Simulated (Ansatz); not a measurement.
# F2MoOS: the cost of one run

Computed with Ansatz 0.2.0, Gaussian basis. Level: the settings change from run to run.

**1. The relaxed structure**

The geometry comes from an earlier relaxation with PBE0-D4 in a triple-zeta def2 set; it is a stationary point. Mo takes a core potential in def2 sets; no spin-orbit term is included.

SMILES `[O]=[Mo]([F])([F])=[S]`, 5 atoms, charge 0, spin multiplicity 1.

Atoms are counted from 1 here; the program's logs count them from 0.

Bond lengths: O1–Mo2 1.659 Å, Mo2–F3 1.833 Å, Mo2–F4 1.833 Å, Mo2–S5 2.095 Å. Angles: O1–Mo2–F3 109.6°, O1–Mo2–F4 109.6°, O1–Mo2–S5 107.2°, F3–Mo2–F4 112.2°, F3–Mo2–S5 109.1°, F4–Mo2–S5 109.1°.

**2. PBEsol/def2-TZVPP**

Options: atoms shaken by 0.03 Å, high accuracy.

Input file in.yaml:

```yaml
crystal:
  periodic: [false, false, false]
  atoms:
    - {symbol: O, position_ang: [0.529999, -0.874761, 1.270103]}
    - {symbol: Mo, position_ang: [-0.075756, -0.046943, 0.016931]}
    - {symbol: F, position_ang: [-1.375134, 0.981914, 0.627523]}
    - {symbol: F, position_ang: [-0.602225, -1.231023, -1.263223]}
    - {symbol: S, position_ang: [1.503616, 1.163734, -0.691262]}
basis:
  gaussian: {orbitals: def2-TZVPP}
hamiltonian: {xc: {name: PBEsol}}
accuracy: high
```

Run with:

```bash
$ ansatz run in.yaml --threads 4 --pin off --events-out ev --progress --plain --max-ram 10444MiB
```

What time and memory should one allow on 4 threads of Intel Xeon 6975P-C, shared host?

About 3.8 s, with a peak of 0.81 GiB.
